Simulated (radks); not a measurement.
# Rb³⁺ in [Ar] 3d10 4s2 4p3 5p1: an all-electron calculation

One table from this session's results is given with a row withheld; the runs are named, their logs left out.

Method: Dirac Kohn-Sham, AM05, spin-unpolarised, spherical densities, finite nucleus; open shells are shared between the two j in proportion to 2j + 1. Code: radks (a radial shooting solver on a logarithmic mesh, Libxc functionals) version 1.

### Starting point

| Quantity | Value |
| --- | --- |
| element | rubidium (Z = 37) |
| charge | +3 |
| electrons | 34 |
| configuration | [Ar] 3d10 4s2 4p3 5p1 |
| nuclear rms radius | 4.2036 fm |

The outer shells:

Rb³⁺
```
[Ar] core
3d [↑↓][↑↓][↑↓][↑↓][↑↓]
4s [↑↓]
4p [↑ ][↑ ][↑ ]
5p [↑ ][  ][  ]
```

The first run:

Settings of this run:

```text
Z 37
configuration [Ar] 3d10 4s2 4p3 5p1
relativity Dirac
functional am05,am05
spin unpolarised
j_filling average
nucleus finite rms 4.2036 fm
c 137.035999084
```

One of the session's tables, all rows but one given; the rest of the session is left out.

It belongs to the step «Shells». Sizes of the orbitals, from the radial functions (bohr):

| level | <r> | outermost maximum (interpolated) | 90 % within | nodes |
| --- | --- | --- | --- | --- |
| 1s1/2 | 0.04033 | 0.0263 | 0.0722 | 0 |
| 2s1/2 | 0.1777 | 0.150 | 0.275 | 1 |
| 2p1/2 | 0.1524 | 0.117 | 0.249 | 0 |
| 2p3/2 | 0.1564 | 0.121 | 0.255 | 0 |
| 3s1/2 | 0.5107 | 0.451 | 0.759 | 2 |
| 3p1/2 | 0.5114 | 0.441 | 0.779 | 1 |
| 3p3/2 | 0.5218 | 0.450 | 0.794 | 1 |
| 3d3/2 | 0.5207 | 0.390 | 0.848 | 0 |
| 3d5/2 | 0.5244 | 0.393 | 0.853 | 0 |
| 4s1/2 | ? | ? | ? | ? |
| 4p1/2 | 1.510 | 1.33 | 2.22 | 2 |
| 4p3/2 | 1.535 | 1.36 | 2.26 | 2 |
| 5p1/2 | 3.570 | 3.38 | 5.05 | 3 |
| 5p3/2 | 3.610 | 3.42 | 5.11 | 3 |

Estimate the missing values for 4s1/2.

The run gave: <r>: 1.366; outermost maximum (interpolated): 1.22; 90 % within: 1.98; nodes: 3. In the column «<r>» it lies between 3d5/2 (0.5244) and 4p1/2 (1.510).
